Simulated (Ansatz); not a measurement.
# B3O2: the cost of one run

Method: DFT PBE, scalar-relativistic, plane waves, PAW, in Ansatz 0.2.0.

3 further runs of the same task are left out: 3 set aside as unsound or not needed.

## Step 1: Starting point

The structure is trigonal, space group P321 (No. 150). The conventional cell has a = 2.888 Å, b = 2.888 Å, c = 4.497 Å, α = 90.00°, β = 90.00°, γ = 120.00°. B (site symmetry 2) has 2 B at 1.25 Å as nearest neighbours. O (site symmetry 3) is surrounded by 3 B at 1.57 Å.

As a file:

```xyz
5
Lattice="2.8878 0.0000 0.0000 -1.4439 2.5009 0.0000 0.0000 0.0000 4.4971" Properties=species:S:1:pos:R:3 pbc="T T T"
B     0.3610    0.6252    0.0000
B     2.1659    0.0000    0.0000
B    -1.0829    1.8757    0.0000
O     0.0000    1.6673    1.1243
O     1.4439    0.8336    3.3728
```

This is candidate A: anti-La2O3 type (P321, No. 150).

(A quick probe on a coarse mesh, which set the mesh and smearing, is not shown.)

## Step 3: Coarse relaxation (candidate A)

Contents of input.yaml:

```yaml
crystal:
  lattice:
    - [2.8878202286, 0.0, 0.0]
    - [-1.4439101143, 2.5009256795, 0.0]
    - [0.0, 0.0, 4.4970634813]
  atoms:
    - { symbol: B, position: [0.25, 0.25, 0.0] }
    - { symbol: B, position: [0.75, 0.0, 0.0] }
    - { symbol: B, position: [0.0, 0.75, 0.0] }
    - { symbol: O, position: [0.3333333333, 0.6666666667, 0.25], spin: 0.31 }
    - { symbol: O, position: [0.6666666667, 0.3333333333, 0.75], spin: 0.31 }
basis:
  ecutwfc: 420
kpoints:
  mp_grid: { grid: [6, 6, 4] }
hamiltonian:
  xc: pbe
scf:
  occupations: { method: gaussian, width: 0.1 }
  lower_state_search: "off"
output:
  forces: true
  stress: true
  eigenvalues: true
  populations: true
magnetization:
  spin_polarized: true
relax:
  adjacent_minimum: "off"
  f_tol: 0.04
  max_steps: 70
  cell: { stress_tol: 0.4 }
```

Launch:

```bash
ansatz run input.yaml --threads 1 --pin off --max-ram 2560MiB --backend cpu --events-out ev --progress --plain --runs-dir out
```

**Question.** How long does this run take on 1 thread of Intel Xeon 6975P-C (Granite Rapids), shared host, and how much memory does it need?

About 36 s, with a peak of 0.37 GiB.
